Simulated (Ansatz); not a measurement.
What does this script print? It uses Ansatz's Python interface.

Script `bh5o3si.py`:
```python
"""One geometry of BH5O3Si, method by method."""

from pathlib import Path
import logging
import sys

import ansatz as az
import numpy as np

logging.basicConfig(stream=sys.stdout, format="%(name)s: %(message)s")
log = logging.getLogger("calc")
log.setLevel(logging.INFO)

geometry_ang = [
    ("B", (-1.3143, -0.0792, -0.6592)),
    ("Si", (0.273, 0.1153, 0.3586)),
    ("O", (1.0022, -1.4174, 0.4568)),
    ("O", (-0.0188, 0.6976, 1.9328)),
    ("O", (1.3387, 1.2225, -0.4263)),
    ("H", (-2.1212, 0.8858, -0.63)),
    ("H", (-1.2874, -0.6286, -1.6852)),
    ("H", (1.2888, -1.6475, -0.471)),
    ("H", (-0.6129, -0.0265, 2.3942)),
    ("H", (1.5349, 0.8269, -1.2679)),
]
geometry = az.Crystal.molecule()
for symbol, xyz in geometry_ang:
    geometry = geometry.atom(symbol, xyz)

base = geometry.calculation().basis(gaussian="cc-pVDZ")

log.info("functional    E (Ha)        dipole (D)   HOMO (eV)  LUMO (eV)")
for name in ["lda", "lc_wpbe", "pbe", "hf"]:
    rep = base.functional(name).forces().orbitals().run(runs_dir="runs").report
    lines = Path(rep["orbitals_path"]).read_text().splitlines()
    field_of = lambda key: [line.split("=")[1].strip() for line in lines if line.startswith(key)]
    orbitals = [(27.211386 * float(e), s, float(n)) for e, s, n in zip(field_of("Ene="), field_of("Spin="), field_of("Occup="))]
    homo = max(e for e, _, n in orbitals if n > 0.5)
    lumo = min(e for e, _, n in orbitals if n < 0.5)
    dipole = 4.803205 * np.linalg.norm(rep["charge_distribution"]["dipole_moment_e_ang"])
    log.info(f"{name:10s} {rep['free_energy_ev'] / 27.211386246:14.6f} {dipole:9.3f} {homo:11.3f} {lumo:10.3f}")
```

Running `python bh5o3si.py` prints:
```text
calc: functional    E (Ha)        dipole (D)   HOMO (eV)  LUMO (eV)
calc: lda           -539.989215     2.975      -6.457     -4.080
calc: lc_wpbe       -542.836390     3.408     -10.615     -0.525
calc: pbe           -542.646911     2.863      -6.351     -3.799
calc: hf            -541.187379     3.818     -11.540      0.710
```

Total energies depend on the basis set; only differences at equal settings carry meaning. The geometry is a force-field or estimated start, not a minimum of this method, and the basis set is short of its limit. A lower total doesn't mark the better method: functionals have no common bound, and MP2 and coupled cluster aren't variational. Levels such as HOMO and LUMO are orbital energies: with these approximate functionals they aren't the ionisation energy and electron affinity, and their gap isn't the fundamental gap. For Al to Cl the sets with a tight d function, cc-pV(X+d)Z, are usual. Wall time of the script: 9.1 s on 1 thread of Arm Neoverse V2, with other jobs on the host, peak memory 0.25 GiB.
